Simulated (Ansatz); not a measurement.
Y-Lu mixtures: a scan of ordered alloys across composition, run with the Python package of Ansatz (0.2.0).

`alloy_y.py`
```python
"""Ordered Y-Lu cells across composition, after relaxing cells and atoms."""

from collections import Counter
import warnings

import ansatz as az
import numpy as np
from tabulate import tabulate

XC = "LDA"
ECUT = 420
TOLERANCE = 1e-08
K_SPACING = 0.3
FILLING = "fermi_dirac"
WIDTH_EV = 0.05


def fcc(a_site, a):
    return (
        az.Lattice.fcc(a)
        .space_group(225)
        .atom(a_site, (0, 0, 0))
        .primitive()
    )

A_FIRST, A_LAST = 5.09, 4.9


def run_phase(name, crystal):
    calc = (
        crystal.calculation()
        .functional(XC)
        .basis(ECUT)
        .scf(tolerance=TOLERANCE)
        .kpoints(spacing=K_SPACING)
        .occupations(FILLING, width=WIDTH_EV)
        .band_table()
    )
    calc = calc.relax(force_tolerance=0.01, cell=True)
    return calc.run(threads=1)

def relaxed_twice(name, crystal):
    # the second pass draws mesh and plane waves anew for the relaxed cell
    first = run_phase(name, crystal)
    again = az.Crystal(lattice=az.Lattice.of(first.lattice.cell_ang))
    for site in first.report["lattice"]["sites"]:
        again = again.atom(site["symbol"], site["position_frac"])
    return run_phase(name, again)


def volume_per_atom(outcome):
    return abs(np.linalg.det(outcome.lattice.cell_ang)) / len(outcome.lattice.sites)


def counts(outcome):
    return Counter(site.symbol for site in outcome.lattice.sites)


def main() -> None:
    warnings.simplefilter("ignore")

    # swap the mixed sites of the conventional cell one by one
    phases = {}
    for k in range(4 + 1):
        a = A_FIRST + (A_LAST - A_FIRST) * k / 4
        cell = fcc("Y", a).conventional().resolved()
        sites = [site.position for site in cell.sites if site.symbol == "Y"]
        for position in sites[:k]:
            cell = cell.substitution("Lu", at=position, replaces="Y")
        phases[f"Y{4 - k}Lu{k}"] = cell.resolved()

    done = {name: relaxed_twice(name, crystal) for name, crystal in phases.items()}

    # mixing quantities against the straight line between the end members, both on this lattice
    x = {name: counts(o)["Lu"] / (counts(o)["Y"] + counts(o)["Lu"]) for name, o in done.items()}
    first, last = min(x, key=x.get), max(x, key=x.get)
    energy = {name: o.report["energy_sigma0_ev"] / len(o.lattice.sites) for name, o in done.items()}
    volume = {name: volume_per_atom(o) for name, o in done.items()}
    rows = []
    for name in sorted(done, key=x.get):
        line = lambda table: (1 - x[name]) * table[first] + x[name] * table[last]
        rows.append((name, x[name], 1000 * (energy[name] - line(energy)), volume[name], 100 * (volume[name] / line(volume) - 1)))
    print(tabulate(rows, headers=["cell", "x(Lu)", "E_mix (meV/atom)", "V (A^3/atom)", "excess V (%)"], floatfmt=".4f", tablefmt="simple"))


if __name__ == "__main__":
    main()
```

Do these ordered cells favour mixing or separation, and does the volume follow a straight line between the end members?

Mixing energies: +11 meV an atom at x(Y) = 0.25 (volume +0.1 % off the straight line), +13 meV an atom at x(Y) = 0.50 (volume +0.1 % off the straight line) and +9 meV an atom at x(Y) = 0.75 (volume +0.0 % off the straight line). Values this small can change sign on a finer mesh.

The output:

```console
$ python alloy_y.py
cell      x(Lu)    E_mix (meV/atom)    V (A^3/atom)    excess V (%)
------  -------  ------------------  --------------  --------------
Y4Lu0    0.0000              0.0000         29.3546          0.0000
Y3Lu1    0.2500              9.2801         28.3675         -0.0243
Y2Lu2    0.5000             13.1242         27.4112          0.0623
Y1Lu3    0.7500             10.7027         26.4310          0.0647
Y0Lu4    1.0000              0.0000         25.4337          0.0000
```

Reading the output:
- The run is spin-unpolarised.
- For the metals among these phases the mesh is modest: differences between phases can be off by up to 40 meV an atom.
- The program warned that this SCF threshold is loose for forces or stresses.
- These are small ordered cells, with both end members on the same lattice, which need not be their own; they aren't random solutions. Differences under about 40 meV an atom lie within the error of mesh and functional.
- The cells are prototypes set up for this calculation and needn't exist.
- The script silences warnings, which a real study should read.
- It ran for 2.9 min on 1 thread of Arm Neoverse V1, with other jobs on the host, peak memory 0.49 GiB.
